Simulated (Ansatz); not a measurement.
# SbTeH3: functionals against CCSD(T) at one geometry

One table from this session's results is given with a row withheld; the runs are named, their logs left out.

Computed with Ansatz 0.2.0, Gaussian basis. Level: single points in def2-TZVPP.

Correlated methods freeze the cores. Filled d shells of the heavier atoms are correlated. Core potentials replace the inner electrons past krypton, and spin-orbit coupling is left out.

### Starting geometry

SMILES `[SbH2][TeH]`, 5 atoms, charge 0, spin multiplicity 1.

Atoms are counted from 1 here; the program's logs count them from 0.

Bond lengths: Sb1–Te2 2.795 Å, Sb1–H3 1.546 Å, Sb1–H4 1.712 Å, Te2–H5 1.678 Å. Angles: Te2–Sb1–H3 94.7°, Te2–Sb1–H4 94.7°, H3–Sb1–H4 92.5°, Sb1–Te2–H5 89.1°.

As a file:

| atom | x (Å) | y (Å) | z (Å) |
| --- | --- | --- | --- |
| Sb1 | -0.7542 | -0.9123 | -0.4596 |
| Te2 | 0.2977 | 1.6249 | -0.9750 |
| H3 | -1.0483 | -0.6263 | 1.0312 |
| H4 | 0.7617 | -1.6223 | -0.1023 |
| H5 | 1.0703 | 1.5796 | 0.5140 |

Set-up of the first run:

File run/in.yaml:

```yaml
crystal:
  periodic: [false, false, false]
  atoms:
    - {symbol: Sb, position_ang: [-0.754200, -0.912300, -0.459600]}
    - {symbol: Te, position_ang: [0.297700, 1.624900, -0.975000]}
    - {symbol: H, position_ang: [-1.048300, -0.626300, 1.031200]}
    - {symbol: H, position_ang: [0.761700, -1.622300, -0.102300]}
    - {symbol: H, position_ang: [1.070300, 1.579600, 0.514000]}
basis:
  gaussian: {orbitals: def2-TZVPP}
correlation: {method: ccsd_t}
output: {forces: true}
```

No record of the launch command was kept for these runs.

Steps of the session up to this table: CCSD(T)/def2-TZVPP; PBE0-D4/def2-TZVPP; wB97M-V/def2-TZVPP; r2SCAN-D4/def2-TZVPP; PBE-D4/def2-TZVPP; revPBE-D4/def2-TZVPP; BLYP-D4/def2-TZVPP.

One of the session's tables, all rows but one given; the rest of the session is left out.

| method | RMS force component (eV/Å) | angle to CCSD(T) forces (°) | dipole (D) |
| --- | --- | --- | --- |
| CCSD(T) | 1.163 | reference | 0.99 |
| PBE0-D4 | ? | ? | ? |
| wB97M-V | 1.190 | 3.5 | 1.07 |
| r2SCAN-D4 | 1.225 | 4.7 | 0.99 |
| PBE-D4 | 1.289 | 10.4 | 0.93 |
| revPBE-D4 | 1.301 | 11.4 | 0.93 |
| BLYP-D4 | 1.305 | 13.7 | 0.93 |

Q: Estimate the row for PBE0-D4 from the others.

**Answer.** RMS force component (eV/Å): 1.230; angle to CCSD(T) forces (°): 3.9; dipole (D): 1.01. In the column «RMS force component (eV/Å)» it lies between r2SCAN-D4 (1.225) and PBE-D4 (1.289).
